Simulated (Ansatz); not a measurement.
# Cd4S3: the cost of one run

Method: DFT PBE, scalar-relativistic, plane waves, PAW, unless a step names another level, in Ansatz 0.2.0.

2 further runs of the same task are left out: 1 that didn't finish, 1 set aside as unsound or not needed.

## 1. The starting structure

It takes space group P3m1 (No. 156, trigonal). The conventional cell has a = 4.099 Å, b = 4.099 Å, c = 12.719 Å, α = 90.00°, β = 90.00°, γ = 120.00°. Cd (site symmetry 3m) has 4 S at 2.54 to 2.55 Å as nearest neighbours. Cd (site symmetry 3m) is surrounded by 3 S at 2.63 Å. Cd (site symmetry 3m) is surrounded by 1 S at 2.57 Å. S (site symmetry 3m) is surrounded by 4 Cd at 2.54 to 2.55 Å. Around S (site symmetry 3m) lie 4 Cd at 2.54 to 2.63 Å. S (site symmetry 3m) is surrounded by 4 Cd at 2.55 to 2.57 Å.

Structure file:

```
CELL_PARAMETERS angstrom
4.09938 0.00000 0.00000
-2.04969 3.55016 0.00000
0.00000 0.00000 12.71874
ATOMIC_POSITIONS crystal
Cd 0.00000 0.00000 0.55589
Cd 0.33333 0.66667 0.84569
Cd 0.33333 0.66667 0.28181
Cd 0.00000 0.00000 0.00565
S 0.33333 0.66667 0.48116
S 0.00000 0.00000 0.75585
S 0.00000 0.00000 0.20755
```

It came out lowest among 22 distinct ends of the trial cells. At a tolerance of 0.02 Å it has space group P3m1 (No. 156).

## 2. Tight relaxation for the response runs, on the response runs' mesh and smearing

input.yaml reads:

```yaml
crystal:
  lattice:
    - [4.0993760027, 0.0, 0.0]
    - [-2.0496880014, 3.550163758, 0.0]
    - [0.0, 0.0, 12.7187399907]
  atoms:
    - { symbol: Cd, position: [0.0, 0.0, 0.5558913227] }
    - { symbol: Cd, position: [0.3333333333, 0.6666666667, 0.8456940291] }
    - { symbol: Cd, position: [0.3333333333, 0.6666666667, 0.2818060381] }
    - { symbol: Cd, position: [0.0, 0.0, 0.0056484234] }
    - { symbol: S, position: [0.3333333333, 0.6666666667, 0.4811613029] }
    - { symbol: S, position: [0.0, 0.0, 0.7558533881] }
    - { symbol: S, position: [0.0, 0.0, 0.2075454957] }
basis:
  ecutwfc: 420
kpoints:
  mp_grid: { grid: [12, 12, 4] }
hamiltonian:
  xc: pbe
scf:
  occupations: { method: gaussian, width: 0.01 }
output:
  forces: true
  stress: true
  eigenvalues: true
relax:
  adjacent_minimum: "off"
  f_tol: 0.001
  max_steps: 60
  cell: { stress_tol: 0.01 }
```

The run is started by

```sh
ansatz run input.yaml --threads 3 --pin off --max-ram 7680MiB --backend cpu --events-out ev --progress --plain --runs-dir out
```

Q: Estimate wall time and peak memory on 3 threads of Arm Neoverse V2, shared host.

About 73 s, with a peak of 0.83 GiB.
